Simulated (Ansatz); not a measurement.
# BH4OSb: inversion of the pyramid at Sb3

How high is the barrier for the inversion of the pyramid at Sb3? Relax the two ends, then run a nudged elastic band between them. SMILES of the start: O[BH][SbH2].

Program: Ansatz 0.2.0. Level of theory: RKS PBE0-D4/def2-SVP. These are calculated values, not measurements.

## Step 1: The starting structure

Bond lengths: O1–B2 1.422 Å, B2–Sb3 2.219 Å, O1–H4 1.017 Å, B2–H5 1.198 Å, Sb3–H6 1.748 Å, Sb3–H7 1.803 Å. Angles: O1–B2–Sb3 120.5°, O1–B2–H5 119.1°, Sb3–B2–H5 120.4°, B2–O1–H4 99.9°, B2–Sb3–H6 92.9°, B2–Sb3–H7 91.9°, H6–Sb3–H7 93.5°.

Coordinates:

```xyz
7

O    -1.3758   -0.8306   -0.2243
B    -0.0437   -0.5225   -0.6161
Sb    1.0214    1.2079    0.2750
H    -1.8897   -0.2548   -0.8870
H     0.5071   -1.2280   -1.4118
H    -0.1924    1.4307    1.5133
H     2.0343    0.1292    1.3053
```

## Step 2: End point A

The input, input.yaml:

```yaml
crystal:
  periodic: [false, false, false]
  atoms:
    - { symbol: O, position_ang: [-1.3758, -0.8306, -0.2243] }
    - { symbol: B, position_ang: [-0.0437, -0.5225, -0.6161] }
    - { symbol: Sb, position_ang: [1.0214, 1.2079, 0.275] }
    - { symbol: H, position_ang: [-1.8897, -0.2548, -0.887] }
    - { symbol: H, position_ang: [0.5071, -1.228, -1.4118] }
    - { symbol: H, position_ang: [-0.1924, 1.4307, 1.5133] }
    - { symbol: H, position_ang: [2.0343, 0.1292, 1.3053] }
basis:
  gaussian: { orbitals: def2-SVP }
hamiltonian:
  xc: pbe0
  dispersion: d4
relax:
  f_tol: 0.015
  max_steps: 40
```

Command:

```sh
$ ansatz run input.yaml --threads 1 --pin off --max-ram 2048MiB --backend cpu --events-out ev --progress --plain --runs-dir out
```

What it wrote, shortened:

```text
Warning: RAYON_NUM_THREADS=1 ignored (pool sized by the plan → 1); use --threads N
[...]
Functional definition: PBE0
[...]
891 factors; integrals over basis functions are off by at most 2.7e-4 eV
[...]
mean field -9320.38939207 eV, -342.5179925716 hartree, gradient 7.1e-5 eV, S^2 0.000000; 0 other end points of the search recorded, 0 dependent functions left out
[...]
reference -9320.38941631 eV, -342.5179934624 hartree; 20, 20 occupied and 54, 54 virtual orbitals, 891 factors
relax step   1: F+E_penalty+E_count = -9320.49215897 eV  Δ(F+E_penalty+E_count) = +0.000e0 eV  max|allowed force component| = 2.395e0 eV/Å  Δτ_max = 0.0000 Å  (26 SCF iters, accepted)
[...]
relax step   4: F+E_penalty+E_count = -9320.95043841 eV  Δ(F+E_penalty+E_count) = -2.235e-1 eV  max|allowed force component| = 1.377e0 eV/Å  Δτ_max = 0.2000 Å  (30 SCF iters, accepted)
[...]
relax step   7: F+E_penalty+E_count = -9321.46955513 eV  Δ(F+E_penalty+E_count) = -2.926e-2 eV  max|allowed force component| = 1.178e-1 eV/Å  Δτ_max = 0.0743 Å  (29 SCF iters, accepted)
[...]
relax step  10: F+E_penalty+E_count = -9321.47761753 eV  Δ(F+E_penalty+E_count) = -8.711e-4 eV  max|allowed force component| = 4.400e-2 eV/Å  Δτ_max = 0.0412 Å  (29 SCF iters, accepted)
[...]
relax step  13: F+E_penalty+E_count = -9321.47820838 eV  Δ(F+E_penalty+E_count) = -5.974e-5 eV  max|allowed force component| = 2.644e-2 eV/Å  Δτ_max = 0.0079 Å  (23 SCF iters, accepted)
[...]
relax step  14: F+E_penalty+E_count = -9321.47823425 eV  Δ(F+E_penalty+E_count) = -2.587e-5 eV  max|allowed force component| = 3.516e-3 eV/Å  Δτ_max = 0.0049 Å  (23 SCF iters, accepted)
892 factors; integrals over basis functions are off by at most 3.8e-4 eV
mean field -9321.37500072 eV, -342.5542130214 hartree, gradient 1.4e-5 eV, S^2 0.000000; 1 other end points of the search recorded, 0 dependent functions left out
[...]
reference -9321.37502497 eV, -342.5542139128 hartree; 20, 20 occupied and 54, 54 virtual orbitals, 892 factors
Total energy: -9321.47825851 eV, -342.5580076753 hartree
Atom 0 at    -1.338878    -0.779722    -0.701274 Å, force     0.000775    -0.002420    -0.000329 eV/Å
Atom 1 at    -0.011921    -0.575649    -0.729858 Å, force    -0.000829     0.000393    -0.000395 eV/Å
Atom 2 at     1.028374     1.194316     0.240390 Å, force     0.003516     0.002150     0.001509 eV/Å
Atom 3 at    -1.826201    -0.139278    -0.171107 Å, force    -0.001950     0.000098     0.000140 eV/Å
Atom 4 at     0.643600    -1.373716    -1.362549 Å, force    -0.001219     0.000443     0.000077 eV/Å
Atom 5 at    -0.265130     1.460420     1.345982 Å, force     0.000209    -0.000913    -0.001223 eV/Å
Atom 6 at     1.831355     0.145528     1.332816 Å, force    -0.000501     0.000249     0.000221 eV/Å
Dipole moment:    -0.215816     0.107337     0.077755 e Å
```

Wall time 2.4 min (1 thread of Intel Xeon at 2.50GHz (Skylake/Cascade Lake), shared host); peak memory 0.15 GiB.

The steps of the relaxation:

```csv
step,energy from step 1 (eV),largest force component (eV/Å)
1,0.0000,2.3947
2,-0.0453,1.7849
3,-0.2347,1.4203
4,-0.4583,1.3771
5,-0.8067,1.5077
6,-0.9481,0.5553
7,-0.9774,0.1178
8,-0.9838,0.0748
9,-0.9846,0.1639
10,-0.9855,0.0440
11x,-0.9829,0.1332
12,-0.9860,0.0186
13,-0.9860,0.0264
14,-0.9861,0.0035
```

Step 1 is the start. 1 step was tried and not accepted (marked x).

After: Bond lengths: O1–B2 1.343 Å, B2–Sb3 2.271 Å, O1–H4 0.964 Å, B2–H5 1.211 Å, Sb3–H6 1.722 Å, Sb3–H7 1.714 Å. Angles: O1–B2–Sb3 124.2°, O1–B2–H5 116.5°, Sb3–B2–H5 119.3°, B2–O1–H4 114.2°, B2–Sb3–H6 92.9°, B2–Sb3–H7 90.6°, H6–Sb3–H7 92.1°.

## Step 3: End point B

The second end starts from a geometry with the move made by hand.

Edit input.yaml of step 2 so:

```diff
@@ -8,4 +8,4 @@
     - { symbol: H, position_ang: [0.5071, -1.228, -1.4118] }
-    - { symbol: H, position_ang: [-0.1924, 1.4307, 1.5133] }
-    - { symbol: H, position_ang: [2.0343, 0.1292, 1.3053] }
+    - { symbol: H, position_ang: [0.06998, 2.36861, -0.6216] }
+    - { symbol: H, position_ang: [2.31501, 1.13264, -0.97879] }
 basis:
```

Command:

```sh
$ ansatz run input.yaml --threads 1 --pin off --max-ram 2048MiB --backend cpu --events-out ev --progress --plain --runs-dir out
```

What it wrote, shortened:

```text
Warning: RAYON_NUM_THREADS=1 ignored (pool sized by the plan → 1); use --threads N
[...]
Functional definition: PBE0
[...]
892 factors; integrals over basis functions are off by at most 2.7e-4 eV
[...]
mean field -9320.42598198 eV, -342.5193372260 hartree, gradient 4.1e-5 eV, S^2 0.000000; 0 other end points of the search recorded, 0 dependent functions left out
[...]
reference -9320.42600628 eV, -342.5193381191 hartree; 20, 20 occupied and 54, 54 virtual orbitals, 892 factors
relax step   1: F+E_penalty+E_count = -9320.52868126 eV  Δ(F+E_penalty+E_count) = +0.000e0 eV  max|allowed force component| = 2.211e0 eV/Å  Δτ_max = 0.0000 Å  (26 SCF iters, accepted)
[...]
relax step   4: F+E_penalty+E_count = -9321.08103009 eV  Δ(F+E_penalty+E_count) = -2.662e-1 eV  max|allowed force component| = 1.763e0 eV/Å  Δτ_max = 0.1958 Å  (35 SCF iters, accepted)
[...]
mean field -9321.37498369 eV, -342.5542123957 hartree, gradient 8.4e-6 eV, S^2 0.000000; 1 other end points of the search recorded, 0 dependent functions left out
[...]
reference -9321.37500790 eV, -342.5542132853 hartree; 20, 20 occupied and 54, 54 virtual orbitals, 892 factors
Total energy: -9321.47821956 eV, -342.5580062439 hartree
Atom 0 at    -1.310898    -0.673408    -0.870236 Å, force     0.007867     0.007247     0.003822 eV/Å
Atom 1 at     0.015460    -0.647601    -0.659697 Å, force    -0.014994     0.006925     0.000163 eV/Å
Atom 2 at     1.136461     1.130025     0.203467 Å, force    -0.006566    -0.005714    -0.010215 eV/Å
Atom 3 at    -1.758677     0.159662    -0.684124 Å, force     0.008937    -0.007576    -0.001753 eV/Å
Atom 4 at     0.619908    -1.667314    -0.907614 Å, force     0.004227     0.000486     0.001448 eV/Å
Atom 5 at    -0.088889     2.242067    -0.276524 Å, force     0.011534    -0.003647    -0.001046 eV/Å
Atom 6 at     1.990925     1.329818    -1.269861 Å, force    -0.011005     0.002279     0.007579 eV/Å
Dipole moment:    -0.209006     0.138603     0.035157 e Å
```

Run time: 2.5 min. Hardware: 1 thread of Intel Xeon at 2.50GHz (Skylake/Cascade Lake), shared host; peak memory 0.15 GiB.

Relaxation path:

```csv
step,energy from step 1 (eV),largest force component (eV/Å)
1,0.0000,2.2110
2,-0.1213,1.5423
3,-0.2861,1.4930
4,-0.5523,1.7630
5,-0.7996,2.1303
6x,-0.7151,2.2923
7,-0.9009,0.9604
8,-0.9418,0.2576
9,-0.9468,0.0683
10x,-0.9466,0.1365
11,-0.9479,0.0329
12,-0.9489,0.0251
13,-0.9492,0.0623
14,-0.9495,0.0150
```

Step 1 is the start. 2 steps were tried and not accepted (marked x).

After: Bond lengths: O1–B2 1.343 Å, B2–Sb3 2.272 Å, O1–H4 0.964 Å, B2–H5 1.211 Å, Sb3–H6 1.723 Å, Sb3–H7 1.715 Å. Angles: O1–B2–Sb3 124.2°, O1–B2–H5 116.4°, Sb3–B2–H5 119.4°, B2–O1–H4 114.3°, B2–Sb3–H6 92.8°, B2–Sb3–H7 90.6°, H6–Sb3–H7 92.3°.

## Step 4: Nudged elastic band

crystal.atoms is end A as relaxed above, and neb.final_atoms is end B, turned to lie on A. With 5 inner images the band has 7 in all.

The input, input.yaml:

```yaml
crystal:
  periodic: [false, false, false]
  atoms:
    - { symbol: O, position_ang: [-1.338878, -0.779722, -0.701274] }
    - { symbol: B, position_ang: [-0.011921, -0.575649, -0.729858] }
    - { symbol: Sb, position_ang: [1.028374, 1.194316, 0.24039] }
    - { symbol: H, position_ang: [-1.826201, -0.139278, -0.171107] }
    - { symbol: H, position_ang: [0.6436, -1.373716, -1.362549] }
    - { symbol: H, position_ang: [-0.26513, 1.46042, 1.345982] }
    - { symbol: H, position_ang: [1.831355, 0.145528, 1.332816] }
basis:
  gaussian: { orbitals: def2-SVP }
hamiltonian:
  xc: pbe0
  dispersion: d4
neb:
  order_check: false
  images: 5
  f_tol: 0.05
  max_iterations: 49
  initial_path: idpp
  final_atoms:
    - { symbol: O, position_ang: [-1.30563128, -0.55173655, -0.93947895] }
    - { symbol: B, position_ang: [-0.03773924, -0.75264284, -0.54412512] }
    - { symbol: Sb, position_ang: [0.87621295, 0.15981626, 1.32503494] }
    - { symbol: H, position_ang: [-1.79671651, 0.07419817, -0.39524521] }
    - { symbol: H, position_ang: [0.62236074, -1.51227362, -1.21781936] }
    - { symbol: H, position_ang: [-0.26907224, 1.4465762, 1.35792957] }
    - { symbol: H, position_ang: [1.97178458, 1.06796139, 0.36810412] }
```

Command:

```sh
$ ansatz run input.yaml --threads 1 --pin off --max-ram 2048MiB --backend cpu --events-out ev --progress --plain --runs-dir out
```

What it wrote, shortened:

```text
Warning: RAYON_NUM_THREADS=1 ignored (pool sized by the plan → 1); use --threads N
[...]
Functional definition: PBE0
[...]
891 factors; integrals over basis functions are off by at most 2.6e-4 eV
[...]
mean field -9321.37500013 eV, -342.5542129999 hartree, gradient 4.4e-5 eV, S^2 0.000000; 0 other end points of the search recorded, 0 dependent functions left out
[...]
reference -9321.37502441 eV, -342.5542138923 hartree; 20, 20 occupied and 54, 54 virtual orbitals, 891 factors
891 factors; integrals over basis functions are off by at most 3.4e-4 eV
[...]
mean field -9321.37497791 eV, -342.5542121833 hartree, gradient 4.3e-5 eV, S^2 0.000000; 0 other end points of the search recorded, 0 dependent functions left out
[...]
reference -9321.37500220 eV, -342.5542130758 hartree; 20, 20 occupied and 54, 54 virtual orbitals, 891 factors
[...]
NEB iter   9: max|band force component| = 1.973e-2 eV/Å  barrier→ = 1.0743 eV  barrier← = 1.0742 eV  CI = image 3  Δτ_max = 0.0000 Å  (243 SCF iters)
Total energy: -9320.40398467 eV, -342.5185288398 hartree
Atom 0 at    -1.193154    -0.177561    -1.529240 Å, force    -0.005691    -0.007435    -0.019731 eV/Å
Atom 1 at    -0.042516    -0.459876    -0.889649 Å, force    -0.007499     0.003370    -0.000502 eV/Å
Atom 2 at     0.559962     0.254302     1.037208 Å, force    -0.000574     0.001821     0.002981 eV/Å
Atom 3 at    -1.810425     0.404483    -1.077197 Å, force     0.010010     0.002102     0.013917 eV/Å
Atom 4 at     0.774760    -1.183345    -1.400785 Å, force     0.002619     0.000551     0.003220 eV/Å
Atom 5 at    -0.246592     1.268138     2.095478 Å, force     0.000261     0.000045     0.000172 eV/Å
Atom 6 at     2.019165    -0.174243     1.718584 Å, force     0.000874    -0.000454    -0.000056 eV/Å
Dipole moment:    -0.208871     0.203539     0.165114 e Å
this run last wrote the band of iteration 9 to <dir>
```

Run time: 7.4 min. Hardware: 1 thread of Intel Xeon at 2.50GHz (Skylake/Cascade Lake), shared host; peak memory 0.15 GiB.

## Step 5: Images and barrier

Images 0 and 6 are the ends. Energies count from image 0; the path length is the program's own measure over all atoms.

| image | path (Å) | energy (eV) | sum of angles at Sb3 (°) | band force (eV/Å) |
| --- | --- | --- | --- | --- |
| 0 | 0.000 | 0.0000 | 275.6 | - |
| 1 | 0.585 | 0.0184 | 282.6 | 0.008 |
| 2 | 1.169 | 0.3595 | 325.7 | 0.012 |
| 3* | 1.754 | 1.0743 | 360.0 | 0.020 |
| 4 | 2.337 | 0.3613 | 325.8 | 0.016 |
| 5 | 2.921 | 0.0187 | 282.7 | 0.013 |
| 6 | 3.504 | 0.0000 | 275.7 | - |

The star marks the climbing image.

image, energy (eV) and a bar:
```
        0      0.000 
        1      0.018 #
        2      0.359 ##########
        3      1.074 ##############################
        4      0.361 ##########
        5      0.019 #
        6      0.000
```

How the highest energy settled:

| iteration | highest image above image 0 (eV) | largest band force (eV/Å) |
| --- | --- | --- |
| 1 | 1.4739 | 1.523 |
| 2 | 1.1473 | 0.599 |
| 3 | 1.0959 | 0.277 |
| 4 | 1.0855 | 0.256 |
| 5 | 1.0825 | 0.130 |
| 6 | 1.0766 | 0.125 |
| 7 | 1.0746 | 0.100 |
| 8 | 1.0743 | 0.053 |
| 9 | 1.0743 | 0.020 |

Positions of all images (Å):

```xyz
7
image=0 dE=0.0000
O    -1.339   -0.780   -0.701
B    -0.012   -0.576   -0.730
Sb    1.028    1.194    0.240
H    -1.826   -0.139   -0.171
H     0.644   -1.374   -1.363
H    -0.265    1.460    1.346
H     1.831    0.146    1.333
7
image=1 dE=0.0184
O    -1.350   -0.621   -1.003
B    -0.041   -0.556   -0.702
Sb    0.977    1.128    0.432
H    -1.898    0.069   -0.615
H     0.656   -1.422   -1.184
H    -0.213    1.279    1.662
H     1.930    0.056    1.365
7
image=2 dE=0.3595
O    -1.300   -0.424   -1.343
B    -0.100   -0.585   -0.756
Sb    0.837    0.798    0.720
H    -1.901    0.202   -0.926
H     0.681   -1.336   -1.298
H    -0.187    1.316    1.975
H     2.031   -0.039    1.583
7
image=3 dE=1.0743
O    -1.193   -0.178   -1.529
B    -0.043   -0.460   -0.890
Sb    0.560    0.254    1.037
H    -1.810    0.404   -1.077
H     0.775   -1.183   -1.401
H    -0.247    1.268    2.095
H     2.019   -0.174    1.719
7
image=4 dE=0.3613
O    -1.022    0.086   -1.619
B     0.057   -0.298   -0.912
Sb    0.242   -0.291    1.309
H    -1.671    0.622   -1.153
H     0.859   -1.010   -1.475
H    -0.288    1.133    2.075
H     1.884   -0.310    1.730
7
image=5 dE=0.0187
O    -0.791    0.402   -1.558
B     0.094   -0.308   -0.837
Sb   -0.004   -0.668    1.404
H    -1.464    0.865   -1.047
H     0.945   -0.892   -1.471
H    -0.393    0.947    1.844
H     1.674   -0.415    1.619
7
image=6 dE=0.0000
O    -0.941    0.095   -1.413
B    -0.019   -0.590   -0.718
Sb    0.314   -0.374    1.519
H    -1.424    0.749   -0.895
H     0.629   -1.403   -1.339
H    -0.384    1.201    1.556
H     1.886    0.254    1.244
```

## Step 6: Frequencies at the highest image

The geometry is the highest inner image of the first converged band.

The input, input.yaml:

```yaml
crystal:
  periodic: [false, false, false]
  atoms:
    - { symbol: O, position_ang: [-1.193154, -0.177561, -1.52924] }
    - { symbol: B, position_ang: [-0.042516, -0.459876, -0.889649] }
    - { symbol: Sb, position_ang: [0.559962, 0.254302, 1.037208] }
    - { symbol: H, position_ang: [-1.810425, 0.404483, -1.077197] }
    - { symbol: H, position_ang: [0.77476, -1.183345, -1.400785] }
    - { symbol: H, position_ang: [-0.246592, 1.268138, 2.095478] }
    - { symbol: H, position_ang: [2.019165, -0.174243, 1.718584] }
basis:
  gaussian: { orbitals: def2-SVP }
hamiltonian:
  xc: pbe0
  dispersion: d4
phonons: {}
```

Command:

```sh
$ ansatz run input.yaml --threads 1 --pin off --max-ram 2048MiB --backend cpu --events-out ev --progress --plain --runs-dir out
```

What it wrote, shortened:

```text
Warning: RAYON_NUM_THREADS=1 ignored (pool sized by the plan → 1); use --threads N
[...]
Functional definition: PBE0
[...]
889 factors; integrals over basis functions are off by at most 3.4e-4 eV
[...]
mean field -9320.30360894 eV, -342.5148400997 hartree, gradient 3.5e-5 eV, S^2 0.000000; 0 other end points of the search recorded, 0 dependent functions left out
[...]
reference -9320.30363348 eV, -342.5148410017 hartree; 20, 20 occupied and 54, 54 virtual orbitals, 889 factors
[...]
889 factors; integrals over basis functions are off by at most 3.4e-4 eV
mean field -9320.30340889 eV, -342.5148327481 hartree, gradient 1.5e-6 eV, S^2 0.000000; 0 other end points of the search recorded, 0 dependent functions left out
[...]
reference -9320.30343344 eV, -342.5148336502 hartree; 20, 20 occupied and 54, 54 virtual orbitals, 889 factors
[...]
889 factors; integrals over basis functions are off by at most 3.4e-4 eV
[...]
WARN: phonons: modes at or below zero, which the zero-point energy, F, S and C_V leave out: 1, the lowest at -593.67 cm⁻¹. A minimum has none, and a first-order saddle one
Total energy: -9320.40398884 eV, -342.5185289930 hartree
Atom 0 at    -1.193154    -0.177561    -1.529240 Å, force    -0.005477    -0.007430    -0.019663 eV/Å
Atom 1 at    -0.042516    -0.459876    -0.889649 Å, force    -0.007660     0.003255    -0.000558 eV/Å
Atom 2 at     0.559962     0.254302     1.037208 Å, force    -0.000525     0.002062     0.003068 eV/Å
Atom 3 at    -1.810425     0.404483    -1.077197 Å, force     0.010004     0.002105     0.013905 eV/Å
Atom 4 at     0.774760    -1.183345    -1.400785 Å, force     0.002614     0.000552     0.003237 eV/Å
Atom 5 at    -0.246592     1.268138     2.095478 Å, force     0.000163     0.000014     0.000217 eV/Å
Atom 6 at     2.019165    -0.174243     1.718584 Å, force     0.000881    -0.000558    -0.000207 eV/Å
Dipole moment:    -0.208873     0.203538     0.165116 e Å
Vibrations: -593.67 213.37 310.24 379.51 525.26 563.55 770.52 780.81 959.17 1108.56 1351.98 2095.12 2134.72 2658.03 3922.94 cm⁻¹, zero-point energy 1.101833 eV
```

It took 4 min on 1 thread of Intel Xeon at 2.50GHz (Skylake/Cascade Lake), shared host; peak memory 0.15 GiB.

Of 15 modes, 1 is imaginary by more than 30 cm⁻¹ (594i cm⁻¹).

## Step 7: Outcome

```
                    quantity                     value
                       end A  12 moves, 0.986 eV lower
                       end B  11 moves, 0.950 eV lower
            barrier forwards                  1.074 eV
           barrier backwards                  1.074 eV
second end relative to first                  0.000 eV
               highest image     3 of 0 to 6, climbing
             band iterations                         9
  imaginary modes at the top                 594i cm⁻¹
```

**Reading.** Along this path the system climbs 1.07 eV from the first end (42 kT at 300 K), which at an assumed attempt frequency of 10^13 s⁻¹ means a rate near 10^-5 s⁻¹. Both ends agree in energy to 1 meV. One imaginary mode, as a first-order saddle point has. These are electronic energies, with no zero-point or thermal terms.
